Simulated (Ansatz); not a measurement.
Task: a table of relaxed lattice constants and trends of a series on the Cu3Au structure: LaTl3, GdTl3, LuTl3, with Ansatz 0.2.0, Python API. Give the script and its output. Level of theory (first run): PBEsol, PAW, cutoff 558 eV, 5×5×5 k-points, cold smearing of 0.1 eV.

`series.py`:
```python
"""A chemical series on the Cu3Au structure: relaxed cells and their trends."""

import csv
import warnings

import ansatz
import numpy as np


def cu3au(a_site, b_site, a):
    return (
        ansatz.Lattice.cubic(a)
        .space_group(221)
        .atom(a_site, [0, 0, 0])
        .atom(b_site, [0, 0.5, 0.5])
    )

POLARISED = {"GdTl3"}


def ground_state(name, crystal):
    calc = (
        crystal.calculation()
        .functional("pbesol")
        .basis(41 * ansatz.Ry)
        .kpoints(spacing=0.3)
        .occupations("cold", width=0.1)
        .stress()
        .band_table()
    )
    if name in POLARISED:
        calc = calc.spin("collinear")
    calc = calc.relax(force_tolerance=0.03, max_steps=60, cell=True)
    return calc.run()


def volume_per_atom(outcome):
    return abs(np.linalg.det(outcome.lattice.cell_ang)) / len(outcome.lattice.sites)


def main() -> None:
    # the lattice constants below are starting guesses
    warnings.simplefilter("ignore", ansatz.DeckWarning)

    phases = {}
    phases["LaTl3"] = cu3au("La", "Tl", 4.84)
    phases["GdTl3"] = cu3au("Gd", "Tl", 4.69).moments(Gd=7.0)
    phases["LuTl3"] = cu3au("Lu", "Tl", 4.57)

    done = {}
    for name, crystal in phases.items():
        done[name] = ground_state(name, crystal)
        print(f"{name}: {done[name].report['energy_sigma0_ev']:.4f} eV, {len(done[name].lattice.sites)} atoms")

    rows = [(name, float(np.linalg.norm(o.lattice.cell_ang[0])), volume_per_atom(o), abs(o.report["magnetization_mub"])) for name, o in done.items()]
    with open("series.csv", "w", newline="") as handle:
        writer = csv.writer(handle)
        writer.writerow(["compound", "a (A)", "V (A^3/atom)", "M (muB/cell)"])
        writer.writerows([round(v, 4) if isinstance(v, float) else v for v in row] for row in rows)
    print(open("series.csv").read())


if __name__ == "__main__":
    main()
```

```console
$ python series.py
LaTl3: -40049.9564 eV, 4 atoms
GdTl3: -43116.3665 eV, 4 atoms
LuTl3: -48499.3299 eV, 4 atoms
compound,a (A),V (A^3/atom),M (muB/cell)
LaTl3,4.7989,27.6295,0.0
GdTl3,4.6989,25.9382,7.2461
LuTl3,4.6482,25.1076,0.0
```

From smallest to largest: LuTl3 (25.11 Å³), GdTl3 (25.94 Å³) and LaTl3 (27.63 Å³). The largest is 10 % above the smallest.

Notes:
- Absolute energies stand on the zero of these potentials, so only differences at equal settings mean something.
- Open f shells: without a Hubbard U, without spin-orbit coupling; the state reached hangs on the start and needn't be the lowest.
- For the metals among these phases the mesh is modest: differences between phases can be off by up to 40 meV an atom.
- The cells are built on a prototype by substitution; a member may or may not take this structure in nature.
- It ran for 57 s on 1 thread of Arm Neoverse V2, on a shared host, peak memory 0.6 GiB.

(Lines on the test bed's own set-up are left out of the output.)
